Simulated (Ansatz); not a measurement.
# AsF (singlet): wave-function methods side by side, cc-pVTZ

One table from this session's results is given with a row withheld; the runs are named, their logs left out.

Computed with Ansatz 0.2.0, Gaussian basis. Level: cc-pVTZ, core rule «outside noble gas», up to 15 orbitals frozen.

Plan: UHF; CCSD(T) on RHF; CCSD(T) on UHF; BCCD(T) on RHF; CISD; CCSDT(Q) on RHF; CASSCF and MRCISD+Q, 12 electrons in 8 orbitals; CASSCF and NEVPT2, 12 electrons in 8 orbitals.

1 further run of the same task is left out (it didn't finish). Runs told in other sessions of the task aren't counted.

## The system

The geometry is a PBE0/def2-TZVP stationary point (not a proven minimum). No spin-orbit coupling is included. The filled d shell of As may be among the frozen orbitals whatever the setting's name suggests.

2 atoms, charge 0, spin multiplicity 1.

Atoms are counted from 1 here; the program's logs count them from 0.

Bond lengths: F1–As2 1.737 Å.

Set-up of the first run:

Contents of in.yaml:

```yaml
crystal:
  periodic: [false, false, false]
  atoms:
    - {symbol: F, position_ang: [0.000000, 0.000000, 0.000000]}
    - {symbol: As, position_ang: [0.000000, 0.000000, 1.737000]}
basis:
  gaussian: {orbitals: cc-pVTZ}
magnetization: {spin_polarized: true, initial_magnetization: 0}
hamiltonian: {xc: hf}
output: {orbitals: {seedname: orbitals}}
```

On the command line:

```sh
$ ansatz run in.yaml --threads 1 --pin off --events-out ev --progress --plain --max-ram 2393MiB
```

Steps of the session up to this table: UHF; CCSD(T) on RHF; CCSD(T) on UHF; BCCD(T) on RHF; CISD; CCSDT(Q) on RHF; CASSCF and MRCISD+Q, 12 electrons in 8 orbitals; CASSCF and NEVPT2, 12 electrons in 8 orbitals.

One of the session's tables, all rows but one given; the rest of the session is left out.

| method | from RCCSDT(Q) (meV) |
| --- | --- |
| RHF | +10972.5 |
| UHF | +9480.8 |
| RMP2 | +1149.8 |
| UMP2 | +242.8 |
| RCCSD | +684.8 |
| UCCSD | -182.6 |
| RCCSD(T) | +266.4 |
| UCCSD(T) | -564.2 |
| BCCD(T) | +260.4 |
| RCCSDT | +96.4 |
| RCCSDT(Q) | 0 |
| CASSCF valence | +9519.5 |
| NEVPT2 valence | +1404.4 |
| MRCISD valence | ? |
| MRCISD+Q valence | +191.7 |

**Question.** Estimate the row for MRCISD valence.

As computed: from RCCSDT(Q) (meV): +892.1. In the column «from RCCSDT(Q) (meV)» it lies between RCCSD (+684.8) and RMP2 (+1149.8).

Not comparable, so not listed: CISD (they don't share determinant, frozen orbitals or solution with the rows shown, or repeat one).

To keep in mind: The determinant of HF (⟨S²⟩ 1.03) is far from a pure spin state, so its energy mixes those of several spin states; that is harmless only where they are near-degenerate. The determinant of CCSD(T) (⟨S²⟩ 1.03) is far from a pure spin state, so its energy mixes those of several spin states; high orders of coupled cluster remove much of that, low ones don't. The report flags that the cluster equations may have other roots. The program flags UCCSD(T), RCCSDT(Q) as in doubt, so the zero of the table is itself unsure. Warnings: restricted reference is unstable; spin contamination. Restricted and unrestricted rows rest on different reference determinants; a gap between their highest levels can come from leftover correlation error, from unlike frozen cores or from another state.
